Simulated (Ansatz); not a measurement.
**H₂ with CH₂F₂: superposition error and deformation**

How much of this pair's binding is borrowed basis, and how much do the fragments pay to take the shapes they have in the pair?

The runs use Ansatz 0.2.0, Gaussian basis; PBE0-D4 structures, single points in def2-TZVPPD.

Levels: PBE-D4, revPBE-D4, BLYP-D4, r2SCAN-D4, B97M-V, PBE0-D4, B3LYP-D4, HSE06-D4, wB97X-V, wB97M-V, B2PLYP, Hartree-Fock, MP2, CCSD, CCSD(T).

Cores are frozen in the correlated methods. B3LYP uses VWN-RPA correlation. B2PLYP carries no dispersion term here.

130 further runs of the same task are left out: 1 that didn't finish, 129 set aside as unsound or not needed.

## Step 1: Where the work starts

The relaxed pair: 7 atoms, charge 0, spin multiplicity 1.

Atoms are counted from 1 here; the program's logs count them from 0.

Bond lengths: H1–H2 0.746 Å, F3–C4 1.352 Å, C4–F5 1.352 Å, C4–H6 1.093 Å, C4–H7 1.093 Å. Angles: F3–C4–F5 108.5°, F3–C4–H6 108.8°, F3–C4–H7 108.8°, F5–C4–H6 108.8°, F5–C4–H7 108.8°, H6–C4–H7 113.1°.

As a file:

```xyz
7
charge 0, multiplicity 1
H     0.0601   -0.3620   -3.0625
H    -0.0199   -0.2940   -2.3234
F     0.5029   -0.9472    0.5378
C     0.0019    0.1494    1.1488
F    -0.7075    0.8595    0.2432
H    -0.6701   -0.1699    1.9501
H     0.8325    0.7642    1.5060
```

Atoms 1 to 2 are fragment A (H₂), the rest fragment B (CH₂F₂). From earlier runs, pair energy (eV) and counterpoise interaction (meV):

```csv
method,E(pair),interaction
PBE-D4,-6531.35019,-21
revPBE-D4,-6536.15920,-16
BLYP-D4,-6537.16898,-7
r2SCAN-D4,-6535.07234,-12
B97M-V,-6535.96753,-15
PBE0-D4,-6531.47535,-18
B3LYP-D4,-6538.38248,-11
HSE06-D4,-6531.18203,-18
wB97X-V,-6535.86948,-17
wB97M-V,-6535.82859,-14
B2PLYP,-6534.14216,-4
Hartree-Fock,-6507.40397,3
MP2,-6526.61927,-12
CCSD(T),-6527.72071,-14
```

First each fragment is run alone in its own basis, frozen in the shape it has in the pair (a, b).

## Step 2: PBE-D4/def2-TZVPPD

a/in.yaml

```yaml
crystal:
  periodic: [false, false, false]
  atoms:
    - {symbol: H, position_ang: [0.060111, -0.362019, -3.062494]}
    - {symbol: H, position_ang: [-0.019908, -0.293973, -2.323436]}
basis:
  gaussian: {orbitals: "def2-TZVPPD.json"}
hamiltonian: {xc: pbe, dispersion: d4}
```

b/in.yaml

```yaml
crystal:
  periodic: [false, false, false]
  atoms:
    - {symbol: F, position_ang: [0.502894, -0.947201, 0.537784]}
    - {symbol: C, position_ang: [0.001914, 0.149397, 1.148768]}
    - {symbol: F, position_ang: [-0.707472, 0.859511, 0.243223]}
    - {symbol: H, position_ang: [-0.670074, -0.169941, 1.950059]}
    - {symbol: H, position_ang: [0.832534, 0.764226, 1.505996]}
basis:
  gaussian: {orbitals: "def2-TZVPPD.json"}
hamiltonian: {xc: pbe, dispersion: d4}
```

The basis file named in the input lies beside it (Basis Set Exchange, JSON).

The same command starts each run, in its folder.

Started as:

```bash
> ansatz run in.yaml --threads 2 --pin off --events-out ev --progress --plain --max-ram 5222MiB
```

a printed:

```text
Functional definition: PBE
  name "PBE"
  cite "Perdew, Burke & Ernzerhof, Phys. Rev. Lett. 77, 3865 (1996) doi:10.1103/PhysRevLett.77.3865"
  parent pbe
  parameter kappa = 0.804
  parameter beta = 0.06672455060314922
  exchange = pbe_x(kappa = kappa, mu = beta*pi^2/3)
  correlation = pbe_c(beta = beta)
118 factors; their error is unknown
mean field evaluation 1: about -31.4081 eV, gradient 9.4e0 eV
mean field evaluation 2: about -31.6953 eV, gradient 3.2e0 eV
mean field evaluation 4: about -31.7363 eV, gradient 5.1e-2 eV
mean field evaluation 8: about -31.7324 eV, gradient 3.2e-3 eV
mean field -31.73235276 eV, -1.1661424551 hartree, gradient 1.3e-5 eV, S^2 0.000000; 0 other end points of the search recorded, 0 dependent functions left out
reference -31.73237367 eV, -1.1661432232 hartree; 1, 1 occupied and 33, 33 virtual orbitals, 118 factors
Total energy: -31.73439302 eV, -1.1662174333 hartree
```

b printed, shortened:

```text
Functional definition: PBE
  name "PBE"
  cite "Perdew, Burke & Ernzerhof, Phys. Rev. Lett. 77, 3865 (1996) doi:10.1103/PhysRevLett.77.3865"
  parent pbe
[...]
686 factors; their error is unknown
[...]
mean field -6499.55671894 eV, -238.8543038632 hartree, gradient 7.9e-6 eV, S^2 0.000000; 0 other end points of the search recorded, 0 dependent functions left out
reference -6499.55676671 eV, -238.8543056188 hartree; 13, 13 occupied and 138, 138 virtual orbitals, 686 factors
Total energy: -6499.59342285 eV, -238.8556527070 hartree
```

Times: 0.1 s (a), 1.1 s (b) on 2 threads of Arm Neoverse V1, shared host.

## Step 3: r2SCAN-D4/def2-TZVPPD

The same edit goes into each in.yaml of step 2 (a, b):

```diff
-hamiltonian: {xc: pbe, dispersion: d4}
+hamiltonian: {xc: r2scan, dispersion: d4}
```

The same command starts each run, in its folder.

Started as:

```bash
> ansatz run in.yaml --threads 2 --pin off --events-out ev --progress --plain --max-ram 5222MiB
```

a printed, shortened:

```text
Functional definition: r2SCAN
  name "r2SCAN"
  cite "Furness, Kaplan, Ning, Perdew & Sun, J. Phys. Chem. Lett. 11, 8208 (2020) doi:10.1021/acs.jpclett.0c02405"
  cite "Furness, Kaplan, Ning, Perdew & Sun, J. Phys. Chem. Lett. 11, 9248 (2020) doi:10.1021/acs.jpclett.0c03077"
  parent r2scan
[...]
118 factors; their error is unknown
[...]
mean field -31.87252834 eV, -1.1712938125 hartree, gradient 8.3e-5 eV, S^2 0.000000; 0 other end points of the search recorded, 0 dependent functions left out
reference -31.87253468 eV, -1.1712940456 hartree; 1, 1 occupied and 33, 33 virtual orbitals, 118 factors
Total energy: -31.87303610 eV, -1.1713124723 hartree
```

Output in b, shortened:

```text
Functional definition: r2SCAN
  name "r2SCAN"
  cite "Furness, Kaplan, Ning, Perdew & Sun, J. Phys. Chem. Lett. 11, 8208 (2020) doi:10.1021/acs.jpclett.0c02405"
  cite "Furness, Kaplan, Ning, Perdew & Sun, J. Phys. Chem. Lett. 11, 9248 (2020) doi:10.1021/acs.jpclett.0c03077"
  parent r2scan
[...]
686 factors; their error is unknown
[...]
mean field -6503.17803820 eV, -238.9873848913 hartree, gradient 1.6e-5 eV, S^2 0.000000; 0 other end points of the search recorded, 0 dependent functions left out
reference -6503.17805441 eV, -238.9873854872 hartree; 13, 13 occupied and 138, 138 virtual orbitals, 686 factors
Total energy: -6503.18666270 eV, -238.9877018358 hartree
```

Wall times: 0.35 s (a), 2.1 s (b) on 2 threads of Arm Neoverse V1, shared host.

## Step 4: PBE0-D4/def2-TZVPPD

The same edit goes into each in.yaml of step 3 (a, b):

```diff
-hamiltonian: {xc: r2scan, dispersion: d4}
+hamiltonian: {xc: pbe0, dispersion: d4}
+output: {orbitals: {seedname: orbitals}}
```

The same command starts each run, in its folder.

Started as:

```bash
> ansatz run in.yaml --threads 2 --pin off --events-out ev --progress --plain --max-ram 5222MiB
```

Log of a, shortened:

```text
Functional definition: PBE0
  name "PBE0"
  cite "Adamo & Barone, J. Chem. Phys. 110, 6158 (1999) doi:10.1063/1.478522"
  cite "Perdew, Burke & Ernzerhof, Phys. Rev. Lett. 77, 3865 (1996) doi:10.1103/PhysRevLett.77.3865"
  parent pbe
[...]
118 factors; their error is unknown
[...]
mean field -31.79642824 eV, -1.1684971855 hartree, gradient 8.9e-5 eV, S^2 0.000000; 0 other end points of the search recorded, 0 dependent functions left out
reference -31.79644318 eV, -1.1684977345 hartree; 1, 1 occupied and 33, 33 virtual orbitals, 118 factors
Total energy: -31.79804984 eV, -1.1685567782 hartree
```

Output in b, shortened:

```text
Functional definition: PBE0
  name "PBE0"
  cite "Adamo & Barone, J. Chem. Phys. 110, 6158 (1999) doi:10.1063/1.478522"
  cite "Perdew, Burke & Ernzerhof, Phys. Rev. Lett. 77, 3865 (1996) doi:10.1103/PhysRevLett.77.3865"
  parent pbe
[...]
686 factors; their error is unknown
[...]
mean field -6499.62868750 eV, -238.8569486591 hartree, gradient 8.3e-5 eV, S^2 0.000000; 0 other end points of the search recorded, 0 dependent functions left out
reference -6499.62872215 eV, -238.8569499323 hartree; 13, 13 occupied and 138, 138 virtual orbitals, 686 factors
Total energy: -6499.65834847 eV, -238.8580386796 hartree
```

They took 0.1 s (a), 1.2 s (b) on 2 threads of Arm Neoverse V1, shared host.

## Step 5: B3LYP-D4/def2-TZVPPD

The same edit goes into each in.yaml of step 4 (a, b):

```diff
-hamiltonian: {xc: pbe0, dispersion: d4}
-output: {orbitals: {seedname: orbitals}}
+hamiltonian: {xc: {name: B3LYP}, dispersion: d4}
```

One command serves all of them, each in its own folder.

Started as:

```bash
> ansatz run in.yaml --threads 2 --pin off --events-out ev --progress --plain --max-ram 5222MiB
```

Output in a, shortened:

```text
Functional definition: B3LYP
  name "B3LYP"
  cite "Stephens, Devlin, Chabalowski & Frisch, J. Phys. Chem. 98, 11623 (1994) doi:10.1021/j100096a001"
  cite "Becke, Phys. Rev. A 38, 3098 (1988) doi:10.1103/PhysRevA.38.3098"
  cite "Lee, Yang & Parr, Phys. Rev. B 37, 785 (1988) doi:10.1103/PhysRevB.37.785"
  cite "Vosko, Wilk & Nusair, Can. J. Phys. 58, 1200 (1980) doi:10.1139/p80-159"
[...]
118 factors; their error is unknown
[...]
mean field -32.10965309 eV, -1.1800079864 hartree, gradient 5.9e-5 eV, S^2 0.000000; 0 other end points of the search recorded, 0 dependent functions left out
reference -32.10978642 eV, -1.1800128863 hartree; 1, 1 occupied and 33, 33 virtual orbitals, 118 factors
Total energy: -32.11293772 eV, -1.1801286943 hartree
```

Output in b, shortened:

```text
Functional definition: B3LYP
  name "B3LYP"
  cite "Stephens, Devlin, Chabalowski & Frisch, J. Phys. Chem. 98, 11623 (1994) doi:10.1021/j100096a001"
  cite "Becke, Phys. Rev. A 38, 3098 (1988) doi:10.1103/PhysRevA.38.3098"
  cite "Lee, Yang & Parr, Phys. Rev. B 37, 785 (1988) doi:10.1103/PhysRevB.37.785"
  cite "Vosko, Wilk & Nusair, Can. J. Phys. 58, 1200 (1980) doi:10.1139/p80-159"
[...]
686 factors; their error is unknown
[...]
mean field -6506.19869765 eV, -239.0983920788 hartree, gradient 1.1e-5 eV, S^2 0.000000; 0 other end points of the search recorded, 0 dependent functions left out
reference -6506.19892692 eV, -239.0984005043 hartree; 13, 13 occupied and 138, 138 virtual orbitals, 686 factors
Total energy: -6506.25765631 eV, -239.1005587696 hartree
```

They took 0.1 s (a), 1.5 s (b) on 2 threads of Arm Neoverse V1, shared host.

## Step 6: wB97X-V/def2-TZVPPD

Each input of step 5 (a, b) changes in the same lines:

```diff
-hamiltonian: {xc: {name: B3LYP}, dispersion: d4}
+hamiltonian: {xc: {name: wB97X-V}}
```

The same command starts each run, in its folder.

Started as:

```bash
> ansatz run in.yaml --threads 2 --pin off --events-out ev --progress --plain --max-ram 5222MiB
```

a printed, shortened:

```text
Functional definition: wB97X-V
  name "wB97X-V"
  cite "Mardirossian & Head-Gordon, Phys. Chem. Chem. Phys. 16, 9904 (2014) doi:10.1039/C3CP54374A"
  cite "Becke, J. Chem. Phys. 107, 8554 (1997) doi:10.1063/1.475007"
  cite "Vydrov & Van Voorhis, J. Chem. Phys. 133, 244103 (2010) doi:10.1063/1.3521275"
[...]
      + integral(e_c_pw_opposite_spin*poly(b97_u_opposite, cos0, cos1)) + vv10(b, c)
118 factors; their error is unknown
52 factors; integrals over basis functions are off by at most 1.4e-5 eV
[...]
mean field -31.90912443 eV, -1.1726386940 hartree, gradient 4.2e-6 eV, S^2 0.000000; 0 other end points of the search recorded, 0 dependent functions left out
reference -31.90912346 eV, -1.1726386583 hartree; 1, 1 occupied and 33, 33 virtual orbitals, 118 factors
Total energy: -31.90912346 eV, -1.1726386583 hartree
```

Output in b, shortened:

```text
Functional definition: wB97X-V
  name "wB97X-V"
  cite "Mardirossian & Head-Gordon, Phys. Chem. Chem. Phys. 16, 9904 (2014) doi:10.1039/C3CP54374A"
  cite "Becke, J. Chem. Phys. 107, 8554 (1997) doi:10.1063/1.475007"
  cite "Vydrov & Van Voorhis, J. Chem. Phys. 133, 244103 (2010) doi:10.1063/1.3521275"
[...]
      + integral(e_c_pw_opposite_spin*poly(b97_u_opposite, cos0, cos1)) + vv10(b, c)
686 factors; their error is unknown
203 factors; integrals over basis functions are off by at most 2.1e-5 eV
[...]
mean field -6503.94262631 eV, -239.0154829862 hartree, gradient 1.7e-5 eV, S^2 0.000000; 0 other end points of the search recorded, 0 dependent functions left out
reference -6503.94262406 eV, -239.0154829037 hartree; 13, 13 occupied and 138, 138 virtual orbitals, 686 factors
Total energy: -6503.94262406 eV, -239.0154829037 hartree
```

Times: 0.25 s (a), 3.7 s (b) on 2 threads of Arm Neoverse V1, shared host.

## Step 7: wB97M-V/def2-TZVPPD

Each input of step 6 (a, b) changes in the same lines:

```diff
-hamiltonian: {xc: {name: wB97X-V}}
+hamiltonian: {xc: {name: wB97M-V}}
```

One command serves all of them, each in its own folder.

Started as:

```bash
> ansatz run in.yaml --threads 2 --pin off --events-out ev --progress --plain --max-ram 5222MiB
```

Log of a, shortened:

```text
Functional definition: wB97M-V
  name "wB97M-V"
  cite "Mardirossian & Head-Gordon, J. Chem. Phys. 144, 214110 (2016) doi:10.1063/1.4952647"
  cite "Becke, J. Chem. Phys. 107, 8554 (1997) doi:10.1063/1.475007"
  cite "Vydrov & Van Voorhis, J. Chem. Phys. 133, 244103 (2010) doi:10.1063/1.3521275"
  # Of w^i u^j: cxij and so on, Table III.
[...]
  gx(w, u) = 1 - cx + cx01*u + cx10*w
[...]
      + integral(e_c_pw_mod_opposite_spin*gos(b97_w_opposite, b97_u_opposite)) + vv10(b, c)
118 factors; their error is unknown
52 factors; integrals over basis functions are off by at most 1.4e-5 eV
[...]
mean field -31.60191469 eV, -1.1613489443 hartree, gradient 2.1e-5 eV, S^2 0.000000; 0 other end points of the search recorded, 0 dependent functions left out
reference -31.60193817 eV, -1.1613498071 hartree; 1, 1 occupied and 33, 33 virtual orbitals, 118 factors
Total energy: -31.60193817 eV, -1.1613498071 hartree
```

Log of b, shortened:

```text
Functional definition: wB97M-V
  name "wB97M-V"
  cite "Mardirossian & Head-Gordon, J. Chem. Phys. 144, 214110 (2016) doi:10.1063/1.4952647"
  cite "Becke, J. Chem. Phys. 107, 8554 (1997) doi:10.1063/1.475007"
  cite "Vydrov & Van Voorhis, J. Chem. Phys. 133, 244103 (2010) doi:10.1063/1.3521275"
  # Of w^i u^j: cxij and so on, Table III.
[...]
  gx(w, u) = 1 - cx + cx01*u + cx10*w
[...]
      + integral(e_c_pw_mod_opposite_spin*gos(b97_w_opposite, b97_u_opposite)) + vv10(b, c)
686 factors; their error is unknown
203 factors; integrals over basis functions are off by at most 2.1e-5 eV
[...]
mean field -6504.21115500 eV, -239.0253512334 hartree, gradient 1.5e-5 eV, S^2 0.000000; 0 other end points of the search recorded, 0 dependent functions left out
reference -6504.21121088 eV, -239.0253532873 hartree; 13, 13 occupied and 138, 138 virtual orbitals, 686 factors
Total energy: -6504.21121088 eV, -239.0253532873 hartree
```

Times: 0.25 s (a), 4.1 s (b) on 2 threads of Arm Neoverse V1, shared host.

## Step 8: B2PLYP/def2-TZVPPD

Each input of step 7 (a, b) changes in the same lines:

```diff
-hamiltonian: {xc: {name: wB97M-V}}
+hamiltonian: {xc: {name: B2PLYP}}
```

Each run has its own folder and the same command.

Started as:

```bash
> ansatz run in.yaml --threads 2 --pin off --events-out ev --progress --plain --max-ram 5222MiB
```

a printed, shortened:

```text
Functional definition: B2PLYP
  name "B2PLYP"
  cite "Grimme, J. Chem. Phys. 124, 034108 (2006) doi:10.1063/1.2148954"
  cite "Becke, Phys. Rev. A 38, 3098 (1988) doi:10.1103/PhysRevA.38.3098"
  cite "Lee, Yang & Parr, Phys. Rev. B 37, 785 (1988) doi:10.1103/PhysRevB.37.785"
[...]
170 factors; integrals over basis functions are off by at most 1.0e-3 eV
[...]
mean field -31.55931218 eV, -1.1597833309 hartree, gradient 6.0e-7 eV, S^2 0.000000; 0 other end points of the search recorded, 0 dependent functions left out
reference -31.55939468 eV, -1.1597863627 hartree; 1, 1 occupied and 33, 33 virtual orbitals, 170 factors
second order -1.02673601 eV of doubles, -0.00000000 eV of singles
Total energy: -31.83661340 eV, -1.1699739629 hartree
```

b printed, shortened:

```text
Functional definition: B2PLYP
  name "B2PLYP"
  cite "Grimme, J. Chem. Phys. 124, 034108 (2006) doi:10.1063/1.2148954"
  cite "Becke, Phys. Rev. A 38, 3098 (1988) doi:10.1103/PhysRevA.38.3098"
  cite "Lee, Yang & Parr, Phys. Rev. B 37, 785 (1988) doi:10.1103/PhysRevB.37.785"
[...]
931 factors; integrals over basis functions are off by at most 7.4e-4 eV
[...]
mean field -6496.43097002 eV, -238.7394347092 hartree, gradient 3.7e-6 eV, S^2 0.000000; 0 other end points of the search recorded, 0 dependent functions left out
3 core orbitals not correlated: weight in the atoms' cores, before any rotation towards them, 1.000 or more for the frozen orbitals, at most 0.000 for the correlated occupied ones
reference -6496.43110709 eV, -238.7394397462 hartree; 10, 10 occupied and 138, 138 virtual orbitals, 931 factors
second order -21.73392494 eV of doubles, -0.00000000 eV of singles
Total energy: -6502.29926682 eV, -238.9550906389 hartree
```

Times: 0.15 s (a), 2.3 s (b) on 2 threads of Arm Neoverse V1, shared host.

## Step 9: BLYP-D4/def2-TZVPPD

Each input of step 8 (a, b) changes in the same lines:

```diff
-hamiltonian: {xc: {name: B2PLYP}}
+hamiltonian: {xc: {name: BLYP}, dispersion: d4}
```

One command serves all of them, each in its own folder.

Started as:

```bash
> ansatz run in.yaml --threads 2 --pin off --events-out ev --progress --plain --max-ram 5222MiB
```

a printed, shortened:

```text
Functional definition: BLYP
  name "BLYP"
  cite "Becke, Phys. Rev. A 38, 3098 (1988) doi:10.1103/PhysRevA.38.3098"
  cite "Lee, Yang & Parr, Phys. Rev. B 37, 785 (1988) doi:10.1103/PhysRevB.37.785"
[...]
118 factors; their error is unknown
[...]
mean field -31.82623591 eV, -1.1695925973 hartree, gradient 2.5e-5 eV, S^2 0.000000; 0 other end points of the search recorded, 0 dependent functions left out
reference -31.82642089 eV, -1.1695993950 hartree; 1, 1 occupied and 33, 33 virtual orbitals, 118 factors
Total energy: -31.83131911 eV, -1.1697794014 hartree
```

b printed, shortened:

```text
Functional definition: BLYP
  name "BLYP"
  cite "Becke, Phys. Rev. A 38, 3098 (1988) doi:10.1103/PhysRevA.38.3098"
  cite "Lee, Yang & Parr, Phys. Rev. B 37, 785 (1988) doi:10.1103/PhysRevB.37.785"
[...]
686 factors; their error is unknown
[...]
mean field -6505.24240042 eV, -239.0632488038 hartree, gradient 1.6e-5 eV, S^2 0.000000; 0 other end points of the search recorded, 0 dependent functions left out
reference -6505.24271420 eV, -239.0632603350 hartree; 13, 13 occupied and 138, 138 virtual orbitals, 686 factors
Total energy: -6505.33008028 eV, -239.0664709793 hartree
```

Times: 0.1 s (a), 1.2 s (b) on 2 threads of Arm Neoverse V1, shared host.

## Step 10: revPBE-D4/def2-TZVPPD

The same edit goes into each in.yaml of step 9 (a, b):

```diff
-hamiltonian: {xc: {name: BLYP}, dispersion: d4}
+hamiltonian: {xc: {name: revPBE}, dispersion: d4}
```

The same command starts each run, in its folder.

Started as:

```bash
> ansatz run in.yaml --threads 2 --pin off --events-out ev --progress --plain --max-ram 5222MiB
```

Log of a, shortened:

```text
Functional definition: revPBE
  name "revPBE"
  cite "Zhang & Yang, Phys. Rev. Lett. 80, 890 (1998) doi:10.1103/PhysRevLett.80.890"
  cite "Perdew, Burke & Ernzerhof, Phys. Rev. Lett. 77, 3865 (1996) doi:10.1103/PhysRevLett.77.3865"
[...]
118 factors; their error is unknown
[...]
mean field -32.01658499 eV, -1.1765877966 hartree, gradient 1.6e-5 eV, S^2 0.000000; 0 other end points of the search recorded, 0 dependent functions left out
reference -32.01661156 eV, -1.1765887731 hartree; 1, 1 occupied and 33, 33 virtual orbitals, 118 factors
Total energy: -32.02735867 eV, -1.1769837223 hartree
```

Log of b, shortened:

```text
Functional definition: revPBE
  name "revPBE"
  cite "Zhang & Yang, Phys. Rev. Lett. 80, 890 (1998) doi:10.1103/PhysRevLett.80.890"
  cite "Perdew, Burke & Ernzerhof, Phys. Rev. Lett. 77, 3865 (1996) doi:10.1103/PhysRevLett.77.3865"
[...]
686 factors; their error is unknown
[...]
mean field -6503.95693986 eV, -239.0160089996 hartree, gradient 1.0e-5 eV, S^2 0.000000; 0 other end points of the search recorded, 0 dependent functions left out
reference -6503.95699935 eV, -239.0160111857 hartree; 13, 13 occupied and 138, 138 virtual orbitals, 686 factors
Total energy: -6504.11510098 eV, -239.0218213135 hartree
```

They took 0.1 s (a), 0.95 s (b) on 2 threads of Arm Neoverse V1, shared host.

## Step 11: B97M-V/def2-TZVPPD

The same edit goes into each in.yaml of step 10 (a, b):

```diff
-hamiltonian: {xc: {name: revPBE}, dispersion: d4}
+hamiltonian: {xc: {name: B97M-V}}
```

One command serves all of them, each in its own folder.

Started as:

```bash
> ansatz run in.yaml --threads 2 --pin off --events-out ev --progress --plain --max-ram 5222MiB
```

Output in a, shortened:

```text
Functional definition: B97M-V
  name "B97M-V"
  cite "Mardirossian & Head-Gordon, J. Chem. Phys. 142, 074111 (2015) doi:10.1063/1.4907719"
  cite "Becke, J. Chem. Phys. 107, 8554 (1997) doi:10.1063/1.475007"
  cite "Vydrov & Van Voorhis, J. Chem. Phys. 133, 244103 (2010) doi:10.1063/1.3521275"
  # Of w^i u^j: cxij and so on, Table III.
[...]
  gx(w, u) = cx00 + cx01*u + cx02*u^2 + (cx10 + cx11*u)*w
  gss(w, u) = css00 + css02*u^2 + css10*w + (css32*w^3 + css42*w^4)*u^2
  gos(w, u) = cos00 + cos01*u + cos03*u^3 + cos10*w + cos32*w^3*u^2
[...]
      + integral(e_c_pw_mod_opposite_spin*gos(b97_w_opposite, b97_u_opposite)) + vv10(b, c)
118 factors; their error is unknown
[...]
mean field -31.90603465 eV, -1.1725251466 hartree, gradient 1.2e-5 eV, S^2 0.000000; 0 other end points of the search recorded, 0 dependent functions left out
reference -31.90606329 eV, -1.1725261992 hartree; 1, 1 occupied and 33, 33 virtual orbitals, 118 factors
Total energy: -31.90606329 eV, -1.1725261992 hartree
```

b printed, shortened:

```text
Functional definition: B97M-V
  name "B97M-V"
  cite "Mardirossian & Head-Gordon, J. Chem. Phys. 142, 074111 (2015) doi:10.1063/1.4907719"
  cite "Becke, J. Chem. Phys. 107, 8554 (1997) doi:10.1063/1.475007"
  cite "Vydrov & Van Voorhis, J. Chem. Phys. 133, 244103 (2010) doi:10.1063/1.3521275"
  # Of w^i u^j: cxij and so on, Table III.
[...]
  gx(w, u) = cx00 + cx01*u + cx02*u^2 + (cx10 + cx11*u)*w
[...]
  gos(w, u) = cos00 + cos01*u + cos03*u^3 + cos10*w + cos32*w^3*u^2
[...]
      + integral(e_c_pw_mod_opposite_spin*gos(b97_w_opposite, b97_u_opposite)) + vv10(b, c)
686 factors; their error is unknown
[...]
mean field -6504.04543689 eV, -239.0192612052 hartree, gradient 3.4e-5 eV, S^2 0.000000; 0 other end points of the search recorded, 0 dependent functions left out
reference -6504.04550273 eV, -239.0192636250 hartree; 13, 13 occupied and 138, 138 virtual orbitals, 686 factors
Total energy: -6504.04550273 eV, -239.0192636250 hartree
```

Times: 0.25 s (a), 4 s (b) on 2 threads of Arm Neoverse V1, shared host.

(Part 1 of 3 ends here.)
